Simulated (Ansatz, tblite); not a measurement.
# The cluster Mg7O8: which isomer is lowest

The task here is to estimate one member of a computed series from the others.

Program: Ansatz 0.2.0, Gaussian basis. Level of theory: relaxed with r2SCAN-D4/def2-SVP, singlet. These are calculated values, not measurements.

5 further runs of the same task are left out: 3 that didn't finish, 2 set aside as unsound or not needed.

**The starting structure**

15 atoms, charge 0, spin multiplicity 1.

Atoms are counted from 1 here; the program's logs count them from 0.

Bond lengths: Mg1–O10 1.759 Å, Mg1–O12 1.784 Å, Mg2–O10 1.793 Å, Mg2–O13 1.754 Å, Mg3–O8 1.785 Å, Mg3–O11 1.759 Å, Mg4–O11 1.796 Å, Mg4–O15 1.754 Å, Mg5–O8 1.818 Å, Mg5–O9 2.135 Å, Mg5–O12 1.817 Å, Mg5–O14 2.123 Å, Mg6–O8 2.094 Å, Mg6–O9 1.930 Å, Mg6–O14 1.932 Å, Mg6–O15 1.774 Å, Mg7–O9 1.929 Å, Mg7–O12 2.092 Å and more. Angles: O10–Mg1–O12 138.9°, O10–Mg2–O13 131.5°, O8–Mg3–O11 137.0°, O11–Mg4–O15 133.1°, O8–Mg5–O9 91.6°, O8–Mg5–O12 175.7°, O8–Mg5–O14 92.3°, O9–Mg5–O12 92.1°, O9–Mg5–O14 41.8°, O12–Mg5–O14 91.9°, O8–Mg6–O9 89.8°, O8–Mg6–O14 90.0°, O8–Mg6–O15 114.6°, O9–Mg6–O14 46.3°, O9–Mg6–O15 147.8°, O14–Mg6–O15 145.7°, O9–Mg7–O12 90.4°, O9–Mg7–O13 147.0° and more.

A search from random starts with GFN1-xTB found 21 distinct shapes; 2 go on here. The structure above is candidate A, which lies 0.00 eV above the lowest at that level; B lies 0.21 eV above the lowest at that level.

The first run:

in.yaml

```yaml
crystal:
  periodic: [false, false, false]
  atoms:
    - {symbol: Mg, position_ang: [1.261040, -3.474290, 1.218760]}
    - {symbol: Mg, position_ang: [2.296650, -4.144110, -1.296980]}
    - {symbol: Mg, position_ang: [-1.909790, 2.725320, 2.042730]}
    - {symbol: Mg, position_ang: [-1.934600, 4.488180, -0.144860]}
    - {symbol: Mg, position_ang: [-0.210760, -0.231720, 1.015790]}
    - {symbol: Mg, position_ang: [-0.620660, 1.786290, -0.722870]}
    - {symbol: Mg, position_ang: [0.940020, -1.377790, -1.130830]}
    - {symbol: O, position_ang: [-1.050730, 1.358890, 1.281120]}
    - {symbol: O, position_ang: [-0.507750, -0.104110, -1.094620]}
    - {symbol: O, position_ang: [2.114880, -4.761700, 0.376970]}
    - {symbol: O, position_ang: [-2.434760, 4.337440, 1.573190]}
    - {symbol: O, position_ang: [0.584300, -1.859830, 0.873340]}
    - {symbol: O, position_ang: [1.788390, -2.639710, -2.042890]}
    - {symbol: O, position_ang: [0.823380, 0.502750, -0.686170]}
    - {symbol: O, position_ang: [-1.139610, 3.394370, -1.262680]}
basis:
  gaussian: {orbitals: def2-SVP}
hamiltonian: {xc: r2scan, dispersion: d4}
scf: {lower_state_search: "off"}
output: {orbitals: {seedname: orbitals}}
relax: {f_tol: 0.03, max_steps: 70}
```

Started as:

```sh
> ansatz run in.yaml --threads 4 --pin off --events-out ev --progress --plain --max-ram 6963MiB
```

Steps of the session up to this table: Relaxing candidate A; Relaxing candidate B; Candidate B, PBE0-D4/def2-TZVP; Candidate B, PBE-D4/def2-TZVP; Candidate B, r2SCAN-D4/def2-TZVP.

One of the session's tables, all rows but one given; the rest of the session is left out.

It belongs to the step «B against A». 

```
              level  B above A (eV)
           GFN1-xTB          +0.194
           GFN2-xTB          +0.171
   PBE-D4/def2-TZVP          +0.669
r2SCAN-D4/def2-TZVP               ?
  PBE0-D4/def2-TZVP          +0.754
```

**Question.** Estimate the row for r2SCAN-D4/def2-TZVP.

**Answer.** B above A (eV): +0.743. In the column «B above A (eV)» it lies between PBE-D4/def2-TZVP (+0.669) and PBE0-D4/def2-TZVP (+0.754).

To keep in mind: A random search of this size may have missed the true lowest shape. Only singlets are compared; another spin may lie lower and prefer another shape.
